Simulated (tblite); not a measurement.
# C8H9BF2O: the cost of one run

Computed with tblite 0.8.0 and PySCF 2.14.0, with density-fitted response routines of our own, on a single molecule in the gas phase. Atoms are numbered from 0 throughout.

## (1) The starting structure

21 atoms, charge 0, multiplicity 1; geometry from: force field or distance geometry start.

Bonds of the start (Å): C0–O1 1.43, O1–C2 1.42, C2–C3 1.50, C3–C4 1.41, C4–C5 1.38, C5–C6 1.37, C6–C7 1.39, C7–C8 1.36, C8–B9 1.55, B9–F10 1.46, B9–F11 1.46, C8–C3 1.37, C0–H12 1.08, C0–H13 1.13, C0–H14 1.10, C2–H15 1.11, C2–H16 1.11, C4–H17 1.09, C5–H18 1.08, C6–H19 1.08, C7–H20 1.11.

## (2) Relaxing the molecule with GFN2-xTB

The job: settings as JSON, then the geometry in Å.

```
{"job": {"kind": "relax", "xc": "GFN2-xTB", "basis": "xTB"}, "charge": 0, "multiplicity": 1}
C      3.204900    -0.730200    -0.309400
O      1.834200    -0.690800    -0.717900
C      1.165600    -0.372900     0.492200
C     -0.310600    -0.264500     0.281700
C     -1.190000    -1.285800     0.690400
C     -2.552900    -1.177900     0.477900
C     -3.036100    -0.049900    -0.121300
C     -2.145900     0.951900    -0.499500
C     -0.801800     0.867500    -0.316600
B      0.204800     1.977700    -0.729900
F     -0.138900     2.825000    -1.863200
F      0.810600     2.701400     0.388100
H      3.848800    -0.981000    -1.140500
H      3.424900     0.302800     0.087800
H      3.326200    -1.410100     0.546800
H      1.423200    -1.118500     1.279100
H      1.597300     0.597000     0.816100
H     -0.799700    -2.188300     1.161700
H     -3.254200    -1.939800     0.779200
H     -4.075400     0.140600    -0.320500
H     -2.543800     1.862700    -0.982900
```

Started as:

```sh
> OMP_NUM_THREADS=1 python probes_run.py task.json out
```

The driver reads the jobs from task.json and runs them one after another.

**Question.** How long does this first job take on 1 thread of Arm Neoverse V1, shared host, and how much memory does it need?

About 1.6 s, with a peak of 0.18 GiB.
